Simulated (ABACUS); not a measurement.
The system is NiMoIrPdW.

```xyz
5
Lattice="4.1467 0.0000 0.0000 -2.0734 3.5911 0.0000 0.0000 0.0000 5.4163" Properties=species:S:1:pos:R:3 pbc="T T T"
Ir    0.0000    2.3941    1.3888
W     2.0734    1.1970    5.4155
Pd    0.0000    2.3941    4.0406
Mo    2.0734    1.1970    2.4913
Ni    0.0000    0.0000    0.1203
```

The cell was built by a generator and needn't be a form met in nature.

Alike in all runs: program ABACUS 3.10.1; functional PBE; potentials or basis PseudoDojo NC SR 0.4.1 PBE standard; cutoff 1361 eV; density cutoff 5442 eV; basis DZP LCAO (the cutoffs set its grid); k mesh 5 × 5 × 4; occupations fermi-dirac, width 0.05 eV.

Q: Only the start or the spin constraint differs. Which run ends lowest in energy?
A. collinear spin, ferromagnetic start of up to 1 μB; fixed moment 2.5
B. collinear spin, ferromagnetic start of up to 1 μB; fixed moment 1
C. collinear spin, ferromagnetic start of up to 1 μB
D. collinear spin, ferromagnetic start of up to 1 μB; fixed moment 2
E. collinear spin, ferromagnetic start of up to 1 μB; fixed moment 0.5
F. collinear spin, ferromagnetic start of up to 1 μB; fixed moment 1.5

A: C.

| start | free energy over the lowest (meV/atom) | net moment (μB) | site or absolute moments (μB) | gap |
| --- | --- | --- | --- | --- |
| collinear spin, ferromagnetic start of up to 1 μB; fixed moment 1 | 36.2 | 1.00 | Ir +0.15; W +0.22; Pd +0.08; Mo +0.37; Ni +0.19 | - |
| collinear spin, ferromagnetic start of up to 1 μB; fixed moment 1.5 | 67.5 | 1.50 | Ir +0.22; W +0.31; Pd +0.10; Mo +0.59; Ni +0.27 | - |
| collinear spin, ferromagnetic start of up to 1 μB; fixed moment 0.5 | 11.4 | 0.50 | Ir +0.08; W +0.11; Pd +0.04; Mo +0.16; Ni +0.10 | - |
| collinear spin, ferromagnetic start of up to 1 μB; fixed moment 2.5 | 146.6 | 2.50 | Ir +0.35; W +0.50; Pd +0.15; Mo +1.04; Ni +0.46 | - |
| collinear spin, ferromagnetic start of up to 1 μB | 0.0 | 0.00 | absolute 0.00 | none (metal or under the smearing width) |
| collinear spin, ferromagnetic start of up to 1 μB; fixed moment 2 | 104.4 | 2.00 | Ir +0.28; W +0.40; Pd +0.12; Mo +0.82; Ni +0.37 | - |
| collinear spin, ferromagnetic start of up to 1 μB; fixed moment 3 | 195.1 | 3.00 | Ir +0.43; W +0.59; Pd +0.19; Mo +1.25; Ni +0.53 | - |

Runs with fixed or held moments lie higher by the price of the constraint. A still lower state may exist.

Caveats: the atomic orbitals were generated for these runs and aren't a published set; the basis of atomic orbitals isn't converged, which shifts pressures, moduli and gaps; the total moment is fixed, so each spin has its own Fermi level (some runs); the moment is held away from its start (some runs); forces of over 1 eV/Å show positions far from the minimum, so gaps and moduli don't describe the material at rest (some runs).
